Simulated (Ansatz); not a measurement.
# Sb on several prototypes: a ranking of structure types by relaxed energy

With Ansatz 0.2.0, Python API.

Run as a notebook:

```python
import warnings

import ansatz as az
import numpy as np
import spglib
```

```python
XC = "LDA"
CUTOFF_EV = 520
K_SPACING = 0.26
OCCUPATIONS = "fermi_dirac"
SMEARING_WIDTH = 0.05
```

```python
def sc(a_site, a):
    return (
        az.Lattice.cubic(a)
        .space_group(221)
        .atom(a_site, [0, 0, 0])
    )
```

```python
def diamond(a_site, a):
    return (
        az.Lattice.fcc(a)
        .space_group(227, origin_choice=1)
        .atom(a_site, [0, 0, 0])
        .primitive()
    )
```

```python
def bcc(A, a):
    return az.Crystal.bcc(A, a=a)
```

```python
def solve(name, crystal):
    calc = (
        crystal.calculation()
        .functional(XC)
        .accuracy("low")
        .basis(CUTOFF_EV)
        .kpoints(spacing=K_SPACING)
        .occupations(OCCUPATIONS, width=SMEARING_WIDTH)
        .stress()
        .band_table()
    )
    calc = calc.relax(force_tolerance=0.03, max_steps=60, cell=True)
    return calc.run(threads=1, backend="cpu")


def space_group(outcome):
    sites = outcome.report["lattice"]["sites"]
    kinds = sorted({site["symbol"] for site in sites})
    cell = (outcome.lattice.cell_ang, [site["position_frac"] for site in sites], [kinds.index(site["symbol"]) for site in sites])
    return spglib.get_spacegroup(cell, symprec=0.01)
```

```python
def pressure_gpa(outcome):
    return float(np.trace(outcome.report["stress_gpa"]) / 3)


def volume_per_atom(outcome):
    return abs(np.linalg.det(outcome.lattice.cell_ang)) / len(outcome.lattice.sites)

# a is a first guess in angstrom
warnings.simplefilter("ignore", az.DeckWarning)
```

```python
phases = {}
phases["sc"] = sc("Sb", 3.21)
phases["diamond"] = diamond("Sb", 6.8)
phases["bcc"] = bcc("Sb", 3.92)
```

```python
done = {}
for name, crystal in phases.items():
    try:
        done[name] = solve(name, crystal)
    except az.NonConvergedError as error:
        print(name, "did not converge:", str(error)[:120])
```

```python
energy = {name: o.report["energy_sigma0_ev"] / len(o.lattice.sites) for name, o in done.items()}
lowest = min(energy.values())
rows = [(name, len(o.lattice.sites), 1000 * (energy[name] - lowest), space_group(o), pressure_gpa(o), volume_per_atom(o)) for name, o in done.items()]
rows.sort(key=lambda row: row[2])
print("     phase       atoms  dE (meV/atom)  space group     P (GPa)  V (A^3/atom)")
for row in rows:
    print(f"{str(row[0]):>10}  {row[1]:10d}  {row[2]:13.1f}  {str(row[3]):>11}  {row[4]:10.2f}  {row[5]:12.3f}")
print("order:", " < ".join(row[0] for row in rows))
```

         phase       atoms  dE (meV/atom)  space group     P (GPa)  V (A^3/atom)
            sc           1            0.0  Pm-3m (221)        0.00        28.319
           bcc           1          129.1  Im-3m (229)       -0.01        25.482
       diamond           2          381.9  Fd-3m (227)       -0.00        39.798
    order: sc < bcc < diamond

By space group at the end of each run: Pm-3m (+0 meV an atom, 28.3 Å³), Im-3m (+129 meV an atom, 25.5 Å³) and Fd-3m (+382 meV an atom, 39.8 Å³).

Caveats:
- The settings weren't tested for convergence.
- For the metals among these phases the mesh is modest: differences between phases can be off by up to 40 meV an atom.
- Pressure is positive in compression.
- The cells are built on prototypes, so most aren't the phase found in nature. Rows bear the name of their start, and a relaxation keeps or raises the symmetry. Differences under about 40 meV an atom lie within the error of mesh and functional.
- It ran for 18 s on 1 thread of Arm Neoverse V2, with other jobs on the host, peak memory 0.42 GiB.
